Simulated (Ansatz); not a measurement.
# AsH (singlet): the correlation ladder at distance As1–H2 = 2.501 Å, aug-cc-pVDZ

Aim: climb from Hartree-Fock through coupled cluster and multireference methods for AsH (singlet) at one geometry and basis, and see what each rung misses.

Computed with Ansatz 0.2.0, Gaussian basis. Level: aug-cc-pVDZ, core rule «outside noble gas», up to 14 orbitals frozen.

The runs, in order: UHF; CCSD(T) on RHF; CCSD(T) on UHF; BCCD(T) on RHF; CISD; CCSDT(Q) on RHF; CCSDT(Q) on UHF; CASSCF and MRCISD+Q, 2 electrons in 2 orbitals; CASSCF and NEVPT2, 2 electrons in 2 orbitals; CASSCF and MRCISD+Q, 6 electrons in 5 orbitals; CASSCF and NEVPT4(SD), 6 electrons in 5 orbitals; CASSCF and NEVPT2, 6 electrons in 5 orbitals; Full CI.

22 further runs of the same task are left out: 1 for a known fault of the program, 15 that didn't finish, 6 set aside as unsound or not needed.

## (1) The system

The geometry derives from a PBE0/def2-TZVP stationary point (not a proven minimum). One bond is set to the value named and the two fragments are kept rigid. No spin-orbit coupling is included. The filled d shell of As may be among the frozen orbitals whatever the setting's name suggests; the logs give the count.

2 atoms, charge 0, spin multiplicity 1.

Atoms are counted from 1 here; the program's logs count them from 0.

No contacts short enough for the rule that draws bonds.

Geometry (Å):

```xyz
2
charge 0, multiplicity 1
As    0.0000    0.0000    0.0000
H     0.0000    0.0000    2.5010
```

## (2) UHF

Contents of in.yaml:

```yaml
crystal:
  periodic: [false, false, false]
  atoms:
    - {symbol: As, position_ang: [0.000000, 0.000000, 0.000000]}
    - {symbol: H, position_ang: [0.000000, 0.000000, 2.501000]}
basis:
  gaussian: {orbitals: aug-cc-pVDZ}
magnetization: {spin_polarized: true, initial_magnetization: 0}
hamiltonian: {xc: hf}
output: {orbitals: {seedname: orbitals}}
```

Launch:

```bash
ansatz run in.yaml --threads 1 --pin off --events-out ev --progress --plain --max-ram 2393MiB
```

The runs that follow: CCSD(T) on RHF; CCSD(T) on UHF; BCCD(T) on RHF; CISD; CCSDT(Q) on RHF; CCSDT(Q) on UHF; CASSCF and MRCISD+Q, 2 electrons in 2 orbitals; CASSCF and NEVPT2, 2 electrons in 2 orbitals; CASSCF and MRCISD+Q, 6 electrons in 5 orbitals; CASSCF and NEVPT4(SD), 6 electrons in 5 orbitals; CASSCF and NEVPT2, 6 electrons in 5 orbitals; Full CI.

**Question.** What will the summary of the whole plan be? Wanted: FCI below the RHF energy; RMP2 from FCI; RCCSD from FCI; RCCSD(T) from FCI; RCCSDT(Q) from FCI; NEVPT2 valence from FCI; NEVPT4(SD) valence from FCI; MRCISD+Q valence from FCI; T1 diagnostic.

The runs gave:

```
                         quantity                                                    value
         FCI below the RHF energy                                               -4.3566 eV
                    RMP2 from FCI                                          +36.44 kcal/mol
                   RCCSD from FCI                                           +9.69 kcal/mol
                RCCSD(T) from FCI                                           +3.98 kcal/mol
               RCCSDT(Q) from FCI                                           -0.18 kcal/mol
          NEVPT2 valence from FCI                                          +13.15 kcal/mol
      NEVPT4(SD) valence from FCI                                           +0.96 kcal/mol
        MRCISD+Q valence from FCI                                           -0.62 kcal/mol
levels within 1 kcal/mol (43 meV)  RCCSDT, RCCSDT(Q), NEVPT4(SD) valence, MRCISD+Q valence
                    T1 diagnostic                                                    0.032
   effectively unpaired electrons                                                     2.41
```

**Reading.** RCCSD(T) lands +3.98 kcal/mol from the yardstick (4.0 % of the correlation energy). RCCSDT(Q), MRCISD+Q valence fall below full CI, which methods that aren't variational can do. With 2.4 effectively unpaired electrons against 0 the state is strongly multireference. Of the multireference levels listed MRCISD+Q valence comes nearest in total energy (-0.62 kcal/mol), which doesn't show that its space is the better one. These misses are within one basis, not against nature.
